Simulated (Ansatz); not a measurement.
**C₂H₅Si₂ radical: how energies converge with the basis set**

An exercise on one series of results from a longer session: the logs are not shown, and one member is left open.

Method: one geometry, several basis sets; program: Ansatz 0.2.0, Gaussian basis.

The runs, in order: PBE0-D4/def2-SVP; ωB97M-V/def2-SVP; PBE0-D4/def2-QZVPP; ωB97M-V/def2-QZVPP; the functionals' def2-TZVPP values are taken from earlier runs.

## Structure used throughout

All runs share one geometry, relaxed beforehand with PBE0-D4 in a triple-zeta def2 set.

9 atoms, charge 0, spin multiplicity 2.

Atoms are counted from 1 here; the program's logs count them from 0.

Bond lengths: Si1–C2 1.802 Å, Si1–H5 1.483 Å, Si1–H6 1.483 Å, C2–C3 1.219 Å, C3–Si4 1.824 Å, Si4–H7 1.484 Å, Si4–H8 1.483 Å, Si4–H9 1.483 Å. Angles: C2–Si1–H5 111.6°, C2–Si1–H6 111.6°, H5–Si1–H6 112.7°, Si1–C2–C3 174.7°, C2–C3–Si4 179.2°, C3–Si4–H7 109.4°, C3–Si4–H8 109.1°, C3–Si4–H9 109.1°, H7–Si4–H8 109.7°, H7–Si4–H9 109.7°, H8–Si4–H9 109.8°.

Set-up of the first run:

Contents of in.yaml:

```yaml
crystal:
  periodic: [false, false, false]
  atoms:
    - {symbol: Si, position_ang: [-0.083334, 2.376443, -1.321890]}
    - {symbol: C, position_ang: [-0.023141, 0.801352, -0.449030]}
    - {symbol: C, position_ang: [0.126939, -0.244298, 0.159735]}
    - {symbol: Si, position_ang: [0.325700, -1.814471, 1.066476]}
    - {symbol: H, position_ang: [-0.415544, 2.194363, -2.755930]}
    - {symbol: H, position_ang: [-0.980937, 3.343244, -0.643963]}
    - {symbol: H, position_ang: [-0.967822, -2.540701, 1.082689]}
    - {symbol: H, position_ang: [1.354248, -2.640364, 0.388110]}
    - {symbol: H, position_ang: [0.752392, -1.521868, 2.456602]}
basis:
  gaussian: {orbitals: def2-SVP}
magnetization: {spin_polarized: true, initial_magnetization: 1}
hamiltonian: {xc: pbe0, dispersion: d4}
output: {orbitals: {seedname: orbitals}}
```

Among the steps run: PBE0-D4 in def2-SVP; ωB97M-V in def2-SVP; PBE0-D4 in def2-QZVPP; ωB97M-V in def2-QZVPP.

One of the session's tables, all rows but one given; the rest of the session is left out.

It belongs to the step «Functionals by basis». 

```
functional       basis  HOMO (eV)  LUMO (eV)
   PBE0-D4    def2-SVP      -6.20      -2.78
   PBE0-D4  def2-TZVPP      -6.23      -2.81
   PBE0-D4  def2-QZVPP      -6.24      -2.83
   ωB97M-V    def2-SVP      -7.86      -1.07
   ωB97M-V  def2-TZVPP          ?          ?
   ωB97M-V  def2-QZVPP      -7.94      -1.22
```

Q: Estimate the row for ωB97M-V, def2-TZVPP from the others.

The run gave: HOMO (eV): -7.92; LUMO (eV): -1.18. In the column «HOMO (eV)» it lies between ωB97M-V, def2-QZVPP (-7.94) and ωB97M-V, def2-SVP (-7.86).
